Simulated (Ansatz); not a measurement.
# CH4Cu2: the cost of one run

Program: Ansatz 0.2.0. Level of theory: the levels named in each step. These are calculated values, not measurements.

## Step 1: The starting structure

Bond lengths: C1–Cu3 2.293 Å, Cu2–Cu3 2.496 Å, C1–H4 1.095 Å, C1–H5 1.102 Å, C1–H6 1.102 Å, C1–H7 1.102 Å. Angles: C1–Cu3–Cu2 179.9°, Cu3–C1–H4 179.7°, Cu3–C1–H5 77.9°, Cu3–C1–H6 77.7°, Cu3–C1–H7 77.6°, H4–C1–H5 102.3°, H4–C1–H6 102.2°, H4–C1–H7 102.2°, H5–C1–H6 115.6°, H5–C1–H7 115.6°, H6–C1–H7 115.7°.

As a file:

```xyz
7

C     2.6415    1.0076    1.3704
Cu   -1.3848   -0.5295   -0.7192
Cu    0.7127    0.2731    0.3705
H     3.5603    1.3620    1.8501
H     3.0264    0.5068    0.4674
H     2.2178    0.3417    2.1400
H     2.0916    1.9471    1.1963
```

## Step 2: A rough first relaxation, PBE-D4/def2-SVP

This run stands in another session on the same molecule. It ended at:

```xyz
7

C     2.6759    0.9491    1.2653
Cu   -1.2113   -0.4113   -0.4589
Cu    0.6129    0.5101    0.6989
H     3.1904    1.4502    2.1075
H     3.4002    0.5700    0.5229
H     2.1442    0.0753    1.7463
H     2.0532    1.7654    0.7935
```

## Step 3: Relaxation, PBE0-D4/def2-TZVPP

File input.yaml:

```yaml
crystal:
  periodic: [false, false, false]
  atoms:
    - { symbol: C, position_ang: [2.67588199, 0.94914445, 1.26529789] }
    - { symbol: Cu, position_ang: [-1.21127121, -0.41126749, -0.45885211] }
    - { symbol: Cu, position_ang: [0.6128537, 0.51011946, 0.69885478] }
    - { symbol: H, position_ang: [3.19035059, 1.45021801, 2.10748434] }
    - { symbol: H, position_ang: [3.40018178, 0.56997649, 0.52285066] }
    - { symbol: H, position_ang: [2.14419522, 0.07528074, 1.74629265] }
    - { symbol: H, position_ang: [2.05324793, 1.76537834, 0.7935418] }
magnetization:
  spin_polarized: true
  initial_magnetization: 1
total_charge: 1
basis:
  gaussian: { orbitals: def2-TZVPP }
hamiltonian:
  xc: pbe0
  dispersion: d4
relax:
  f_tol: 0.002
  max_steps: 150
```

Started as:

```bash
ansatz run input.yaml --threads 4 --pin off --max-ram 10240MiB --backend cpu --events-out ev --progress --plain --runs-dir out
```

What time and memory should one allow on 4 threads of Intel Xeon at 2.70GHz, shared host?

About 2.8 min, with a peak of 0.91 GiB.
